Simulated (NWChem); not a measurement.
# One shape, several levels: CH9NSi2 (SMILES CN[SiH2][SiH3])

We compute a comparison of 4 runs (HF/STO-3G, HF/3-21G, B3LYP/6-31G*) of CH9NSi2. 

The results are computed with NWChem 7.3.0.

### 1 Starting point

CH9NSi2: 13 atoms, total charge 0, spin state singlet. As SMILES, `CN[SiH2][SiH3]`. The shape is that of a PBE0-D4/def2-TZVP optimisation. This is one conformer, not always the lowest.

Bond lengths: C1–N2 1.448 Å, N2–Si3 1.722 Å, Si3–Si4 2.354 Å, C1–H5 1.093 Å, C1–H6 1.093 Å, C1–H7 1.098 Å, N2–H8 1.008 Å, Si3–H9 1.489 Å, Si3–H10 1.491 Å, Si4–H11 1.491 Å, Si4–H12 1.490 Å, Si4–H13 1.490 Å. Some angles: C1–N2–Si3 122.6°, N2–Si3–Si4 115.3°, C1–N2–H8 113.6°, Si3–N2–H8 117.2°, N2–C1–H5 109.5°, N2–C1–H6 110.8°, N2–C1–H7 113.9°, N2–Si3–H9 107.1°, N2–Si3–H10 108.4°, Si4–Si3–H9 108.8°.

### 2 Energy and forces at HF/STO-3G (run 1)

The input, run.py:

```python
from ase import Atoms
from ase.calculators.nwchem import NWChem

atoms = Atoms(['C', 'N', 'Si', 'Si', 'H', 'H', 'H', 'H', 'H', 'H', 'H', 'H', 'H'], positions=[
    [-0.537300, 1.715600, -0.830500],
    [-0.739300, 1.081100, 0.454800],
    [0.356100, -0.081900, 1.096900],
    [0.581900, -2.055400, -0.167100],
    [0.528100, 1.914000, -0.975500],
    [-1.050100, 2.680500, -0.871200],
    [-0.878100, 1.113100, -1.683100],
    [-1.709600, 0.992000, 0.712300],
    [-0.130400, -0.436600, 2.458400],
    [1.705700, 0.545500, 1.192600],
    [1.019900, -1.748000, -1.558400],
    [-0.716200, -2.782900, -0.252300],
    [1.589600, -2.971800, 0.438000],
])

calc = NWChem(
    label='ch9nsi2',
    theory='scf',
    memory='2200 mb',
    basis='STO-3G',
    basispar='spherical bse',
    scf={'nopen': '0', 'rhf': None, 'thresh': '1e-08', 'maxiter': '80', 'print': 'low'},
)
atoms.calc = calc

forces = atoms.get_forces()
print("Total energy (eV):", round(atoms.get_potential_energy(), 6))
print("forces (eV/A):")
for s, f in zip(atoms.symbols, forces):
    print(f"{s:2s} {f[0]:10.5f} {f[1]:10.5f} {f[2]:10.5f}")
```

On the command line:

```sh
$ export ASE_NWCHEM_COMMAND="nwchem PREFIX.nwi > PREFIX.nwo"
$ python run.py
```

The program printed:

```text
Total energy (eV): -18166.416415
forces (eV/A):
C     0.10588    0.35368   -0.60148
N     0.39883    0.03929    0.66206
Si    1.53629   -1.63718    0.81242
Si   -0.09775   -0.04191   -0.17201
H    -0.13534   -0.03502   -0.02098
H    -0.02453   -0.11673   -0.08320
H     0.01116    0.10310    0.02746
H    -0.60966    0.00185   -0.08356
H     0.55973    0.50203   -1.51093
H    -1.59810   -0.62694   -0.03924
H    -0.50388   -0.41780    1.63352
H     1.55881    0.79663    0.08289
H    -1.20143    1.07899   -0.70685
```

The calculator wrote ch9nsi2.nwi:

```
title "ch9nsi2"

permanent_dir ch9nsi2

scratch_dir ch9nsi2

start ch9nsi2

geometry units angstrom nocenter noautosym noautoz
  C  -5.3730000000000000e-01 1.7156000000000000e+00 -8.3050000000000002e-01
  N  -7.3929999999999996e-01 1.0810999999999999e+00 4.5479999999999998e-01
  Si 3.5610000000000003e-01 -8.1900000000000001e-02 1.0969000000000000e+00
  Si 5.8189999999999997e-01 -2.0554000000000001e+00 -1.6710000000000000e-01
  H  5.2810000000000001e-01 1.9139999999999999e+00 -9.7550000000000003e-01
  H  -1.0501000000000000e+00 2.6804999999999999e+00 -8.7119999999999997e-01
  H  -8.7809999999999999e-01 1.1131000000000000e+00 -1.6831000000000000e+00
  H  -1.7096000000000000e+00 9.9199999999999999e-01 7.1230000000000004e-01
  H  -1.3039999999999999e-01 -4.3659999999999999e-01 2.4584000000000001e+00
  H  1.7057000000000000e+00 5.4549999999999998e-01 1.1926000000000001e+00
  H  1.0199000000000000e+00 -1.7480000000000000e+00 -1.5584000000000000e+00
  H  -7.1619999999999995e-01 -2.7829000000000002e+00 -2.5230000000000002e-01
  H  1.5895999999999999e+00 -2.9718000000000000e+00 4.3800000000000000e-01
end

memory 2200 mb

basis spherical bse noprint
   * library STO-3G
end

scf
  nopen 0
  rhf
  thresh 1e-08
  maxiter 80
  print low
end

task scf gradient
```

ch9nsi2.nwo:

```text
Northwest Computational Chemistry Package (NWChem) 7.3.0
             --------------------------------------------------------

           Job information
           ---------------

    nwchem branch   = 7.3.0
    use scalapack   = T
    input           = ch9nsi2.nwi
    prefix          = ch9nsi2.
    data base       = ch9nsi2/ch9nsi2.db
    status          = startup
    nproc           =        1

           Memory information
           ------------------

    heap     =     72089596 doubles =      550.0 Mbytes
    stack    =     72089601 doubles =      550.0 Mbytes
    global   =    144179200 doubles =     1100.0 Mbytes (distinct from heap & stack)
    total    =    288358397 doubles =     2200.0 Mbytes
    verify   = yes
    hardfail = no

[... 38 lines left out ...]
            Nuclear Dipole moment (a.u.)
[... 80 lines left out ...]
       Final RHF  results
       ------------------

         Total SCF energy =   -667.603495047120
      One-electron energy =  -1364.096856723544
      Two-electron energy =    476.894882343795
 Nuclear repulsion energy =    219.598479332630

        Time for solution =      1.9s

                              NWChem Gradients Module
                              -----------------------

                         RHF ENERGY GRADIENTS

    atom               coordinates                        gradient
                 x          y          z           x          y          z
   1 C      -1.015350   3.242014  -1.569417   -0.002059  -0.006878   0.011697
   2 N      -1.397074   2.042983   0.859447   -0.007756  -0.000764  -0.012875
   3 Si      0.672931  -0.154769   2.072840   -0.029876   0.031838  -0.015799
[... 9 lines of this table left out ...]
  13 H       3.003908  -5.615888   0.827700    0.023364  -0.020983   0.013746

 Task  times  cpu:        2.3s     wall:        2.3s
 Total times  cpu:        2.3s     wall:        2.3s
```

Wall time 3.3 s (1 thread of AMD EPYC 9R45 (Zen 5), shared host); peak memory 0.099 GiB.

### 3 Energy and gradient at HF/3-21G (run 2)

The input, work.xyz:

```xyz
13
CH9NSi2
C     -0.537300     1.715600    -0.830500
N     -0.739300     1.081100     0.454800
Si     0.356100    -0.081900     1.096900
Si     0.581900    -2.055400    -0.167100
H      0.528100     1.914000    -0.975500
H     -1.050100     2.680500    -0.871200
H     -0.878100     1.113100    -1.683100
H     -1.709600     0.992000     0.712300
H     -0.130400    -0.436600     2.458400
H      1.705700     0.545500     1.192600
H      1.019900    -1.748000    -1.558400
H     -0.716200    -2.782900    -0.252300
H      1.589600    -2.971800     0.438000
```

The input, work.nw:

```
echo
start work
title "CH9NSi2"
memory 2200 mb
geometry noautosym nocenter noautoz
 load format xyz work.xyz
end
basis spherical bse
 * library 3-21G
end
scf
 singlet
 rhf
 thresh 1e-08
 maxiter 80
 print medium
end
task scf gradient
```

On the command line:

```sh
$ nwchem work.nw > work.out
```

The program printed:

```text
[...]
  functions       =    62
[...]
  wavefunction    = RHF
[...]
         Total SCF energy =   -671.805151701023
      One-electron energy =  -1365.462414623758
      Two-electron energy =    474.058783590105
 Nuclear repulsion energy =    219.598479332630
        Time for solution =      2.2s
[...]
                         RHF ENERGY GRADIENTS
    atom               coordinates                        gradient
                 x          y          z           x          y          z
   1 C      -1.015350   3.242014  -1.569417   -0.004117  -0.013815   0.016671
   2 N      -1.397074   2.042983   0.859447    0.022849   0.001648   0.000666
   3 Si      0.672931  -0.154769   2.072840   -0.014393   0.004215  -0.014722
   4 Si      1.099632  -3.884143  -0.315773   -0.000800   0.007174   0.005505
   5 H       0.997964   3.616936  -1.843428    0.005769   0.000620  -0.000486
   6 H      -1.984401   5.065411  -1.646329   -0.002643   0.005978   0.000090
   7 H      -1.659368   2.103454  -3.180598   -0.001495  -0.002693  -0.004713
   8 H      -3.230676   1.874608   1.346052   -0.004307  -0.004848  -0.001059
   9 H      -0.246420  -0.825054   4.645702   -0.001071   0.000814  -0.000234
  10 H       3.223306   1.030846   2.253687   -0.000168   0.001346  -0.001017
  11 H       1.927332  -3.303241  -2.944949   -0.000189  -0.000062   0.000404
[...]
```

It took 3.3 s on 1 thread of AMD EPYC 9R45 (Zen 5), shared host; peak memory 0.099 GiB.

Run 3 isn't shown in full; the table further down has it.

### 4 Energy and forces at B3LYP/6-31G(d) (Cartesian functions) (run 4)

The input, ch9nsi2.nw:

```
start ch9nsi2
memory stack 880 mb heap 220 mb global 1100 mb
charge 0
geometry units angstroms noautosym nocenter noautoz
  C    -0.537300    1.715600   -0.830500
  N    -0.739300    1.081100    0.454800
  Si    0.356100   -0.081900    1.096900
  Si    0.581900   -2.055400   -0.167100
  H     0.528100    1.914000   -0.975500
  H    -1.050100    2.680500   -0.871200
  H    -0.878100    1.113100   -1.683100
  H    -1.709600    0.992000    0.712300
  H    -0.130400   -0.436600    2.458400
  H     1.705700    0.545500    1.192600
  H     1.019900   -1.748000   -1.558400
  H    -0.716200   -2.782900   -0.252300
  H     1.589600   -2.971800    0.438000
end
basis
  C library 6-31G*
  N library 6-31G*
  Si library 6-31G*
  H library 6-31G*
end
dft
  xc b3lyp
  grid xfine
  convergence energy 1e-08
  iterations 100
  mulliken
end
task dft gradient
```

On the command line:

```sh
$ nwchem ch9nsi2.nw > ch9nsi2.out
```

The program printed:

```text
[...]
          Wavefunction type:  closed shell.
          No. of atoms     :    13
          No. of electrons :    50
[...]
          Charge           :     0
          Spin multiplicity:     1
[...]
          AO basis - number of functions:    86
[...]
              XC Information
              --------------
                         B3LYP Method XC Potential
                     Hartree-Fock (Exact) Exchange  0.200
                        Slater Exchange Functional  0.800 local
                    Becke 1988 Exchange Functional  0.720 non-local
              Lee-Yang-Parr Correlation Functional  0.810
                  VWN I RPA Correlation Functional  0.190 local
[...]
 d= 0,ls=0.0,diis     1   -677.2144914111 -8.97D+02  1.10D-02  4.97D-01     3.3
[...]
 d= 0,ls=0.0,diis     8   -677.2630956219 -5.52D-09  4.50D-06  1.47D-07    22.4
         Total DFT energy =     -677.263095621874
      One electron energy =    -1370.643469394741
           Coulomb energy =      531.381646663699
    Exchange-Corr. energy =      -57.599752223462
 Nuclear repulsion energy =      219.598479332630
[...]
  wavefunction    = closed shell
                         DFT ENERGY GRADIENTS
    atom               coordinates                        gradient
                 x          y          z           x          y          z
   1 C      -1.015350   3.242014  -1.569417   -0.000412  -0.002606   0.004061
   2 N      -1.397074   2.042983   0.859447    0.001105  -0.003812  -0.002556
   3 Si      0.672931  -0.154769   2.072840   -0.004896   0.005196  -0.002987
   4 Si      1.099632  -3.884143  -0.315773   -0.000582   0.000670  -0.000317
   5 H       0.997964   3.616936  -1.843428   -0.001765  -0.000489   0.000270
   6 H      -1.984401   5.065411  -1.646329    0.001281  -0.002070   0.000389
   7 H      -1.659368   2.103454  -3.180598    0.000908   0.000966   0.002367
   8 H      -3.230676   1.874608   1.346052    0.004785   0.000292  -0.001151
   9 H      -0.246420  -0.825054   4.645702    0.000124  -0.000155  -0.000692
  10 H       3.223306   1.030846   2.253687   -0.000382  -0.000291  -0.000580
  11 H       1.927332  -3.303241  -2.944949   -0.000119   0.000561   0.000680
[...]
```

Wall time 29 s (1 thread of AMD EPYC 9R45 (Zen 5), shared host); peak memory 0.17 GiB.

### 5 Overview of the runs

```tsv
run	level	iteration cap	module	energy (Eh)	largest force (eV/Å)	wall time
1	HF/STO-3G	80	scf	-667.603495	2.388	3.3 s
2	HF/3-21G	80	scf	-671.805152	1.178	3.3 s
3	B3LYP/6-31G* (spherical functions)	100	dft	-677.257846	0.413	28 s
4	B3LYP/6-31G* (Cartesian functions)	100	dft	-677.263096	0.398	29 s
```

### 6 What came out

| quantity | value |
| --- | --- |
| run 4: total energy | -677.26310 Eh |
| run 4: dipole moment | 1.40 D |
| run 4: HOMO energy | -6.11 eV |
| run 4: LUMO energy | 0.21 eV |
| run 4: HOMO–LUMO gap | 6.32 eV |
| run 4: largest force on an atom | 0.398 eV/Å |

In words: Over runs 2, 3, 4 the dipole moment (its size) runs from 1.25 D (HF/3-21G) to 1.40 D (B3LYP/6-31G*). The two ends differ in method and basis. Over runs 2, 3, 4 the HOMO–LUMO gap runs from 6.32 eV (B3LYP/6-31G*) to 13.03 eV (HF/3-21G). In run 1 the basis is minimal, so the values are rough. All runs together took 63 s, the longest 29 s.
